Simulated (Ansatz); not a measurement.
**C4H3F3: a ladder of functionals and wavefunction methods**

One table from this session's results is given with a row withheld; the runs are named, their logs left out.

The runs use Ansatz 0.2.0, Gaussian basis; functionals in def2-TZVPP, the program's frozen cores in correlated methods.

Plan: LDA (SPW92), PBE-D4, revPBE-D4, BLYP-D4, r2SCAN-D4, B97M-V, PBE0-D4, B3LYP-D4, r2SCANh-D4, r2SCAN0-D4, HSE06-D4, BHLYP-D4, CAM-B3LYP-D4, LC-ωPBE, ωB97X-V, ωB97M-V, B2PLYP, PBE-QIDH; CCSD(T)/def2-SVP; CCSD(T)/def2-TZVPP; MP2/def2-QZVPP; extrapolation to the limit; RPA on PBE.

## Structure used throughout

All runs share one geometry, relaxed beforehand with PBE0-D4 in a triple-zeta def2 set.

SMILES `F/C=C\C=C(F)F`, 10 atoms, charge 0, spin multiplicity 1.

Atoms are counted from 1 here; the program's logs count them from 0.

Bond lengths: F1–C2 1.338 Å, C2–C3 1.327 Å, C2–H8 1.082 Å, C3–C4 1.442 Å, C3–H9 1.083 Å, C4–C5 1.325 Å, C4–H10 1.081 Å, C5–F6 1.314 Å, C5–F7 1.311 Å. Angles: F1–C2–C3 122.0°, F1–C2–H8 112.7°, C3–C2–H8 125.3°, C2–C3–C4 124.3°, C2–C3–H9 116.6°, C4–C3–H9 119.1°, C3–C4–C5 123.1°, C3–C4–H10 120.0°, C5–C4–H10 116.8°, C4–C5–F6 125.2°, C4–C5–F7 124.7°, F6–C5–F7 110.1°.

Geometry (Å):

```mol
C4H3F3
  3D, bonds by distance, orders not assigned

 10  9  0  0  0  0  0  0  0  0999 V2000
    1.0789   -2.2715    0.1991 F   0  0
    0.2943   -1.5412    0.9992 C   0  0
   -0.1466   -0.3405    0.6459 C   0  0
    0.1605    0.3007   -0.6089 C   0  0
   -0.2927    1.5009   -0.9389 C   0  0
   -1.0646    2.2516   -0.1864 F   0  0
   -0.0331    2.1119   -2.0698 F   0  0
    0.0747   -2.0376    1.9355 H   0  0
   -0.7766    0.1748    1.3604 H   0  0
    0.7884   -0.2000   -1.3331 H   0  0
  1  2  8  0
  2  3  8  0
  3  4  8  0
  4  5  8  0
  5  6  8  0
  5  7  8  0
  2  8  8  0
  3  9  8  0
  4 10  8  0
M  END
```

The first run:

File in.yaml:

```yaml
crystal:
  periodic: [false, false, false]
  atoms:
    - {symbol: F, position_ang: [1.078872, -2.271456, 0.199065]}
    - {symbol: C, position_ang: [0.294341, -1.541180, 0.999210]}
    - {symbol: C, position_ang: [-0.146586, -0.340490, 0.645860]}
    - {symbol: C, position_ang: [0.160478, 0.300687, -0.608878]}
    - {symbol: C, position_ang: [-0.292731, 1.500872, -0.938900]}
    - {symbol: F, position_ang: [-1.064552, 2.251630, -0.186407]}
    - {symbol: F, position_ang: [-0.033142, 2.111875, -2.069759]}
    - {symbol: H, position_ang: [0.074694, -2.037577, 1.935484]}
    - {symbol: H, position_ang: [-0.776583, 0.174755, 1.360386]}
    - {symbol: H, position_ang: [0.788407, -0.200018, -1.333062]}
basis:
  gaussian: {orbitals: def2-TZVPP}
hamiltonian: {xc: lda}
output: {orbitals: {seedname: orbitals}}
```

Steps of the session up to this table: LDA; PBE-D4 (GGA); revPBE-D4 (GGA); BLYP-D4 (GGA); r2SCAN-D4 (meta-GGA); B97M-V (meta-GGA); PBE0-D4 (hybrid); B3LYP-D4 (hybrid); r2SCANh-D4 (hybrid); r2SCAN0-D4 (hybrid); HSE06-D4 (hybrid); BHLYP-D4 (hybrid); CAM-B3LYP-D4 (range-separated); LC-ωPBE-D4 (range-separated; the results give it without D4); ωB97X-V (range-separated); ωB97M-V (range-separated); B2PLYP (double hybrid); PBE-QIDH (double hybrid).

One table of the session follows, with a row left open; its other results are not shown here.

It belongs to the step «Frontier levels by functional». 

```
  functional  HOMO (eV)  gap (eV)
 LDA (SPW92)      -5.80      3.94
      PBE-D4      -5.57      3.99
   revPBE-D4      -5.48      4.01
     BLYP-D4          ?         ?
   r2SCAN-D4      -5.75      4.34
      B97M-V      -5.78      4.47
     PBE0-D4      -6.71      6.02
    B3LYP-D4      -6.53      5.59
  r2SCANh-D4      -6.19      5.10
  r2SCAN0-D4      -6.84      6.25
    HSE06-D4      -6.31      5.25
    BHLYP-D4      -7.74      8.09
CAM-B3LYP-D4      -8.01      8.39
     LC-ωPBE      -9.27     10.79
     ωB97X-V      -8.89     10.40
     ωB97M-V      -8.81     10.24
```

Estimate the missing values for BLYP-D4.

Worked estimate for «HOMO (eV)». Against the share of exact exchange, B3LYP-D4 (0.2, -6.53), BHLYP-D4 (0.5, -7.74) give a slope of -4.03 per unit share; at 0 the line stands at -5.72.

The run gave: HOMO (eV): -5.45; gap (eV): 3.97. In «HOMO (eV)» the line misses by -0.27.
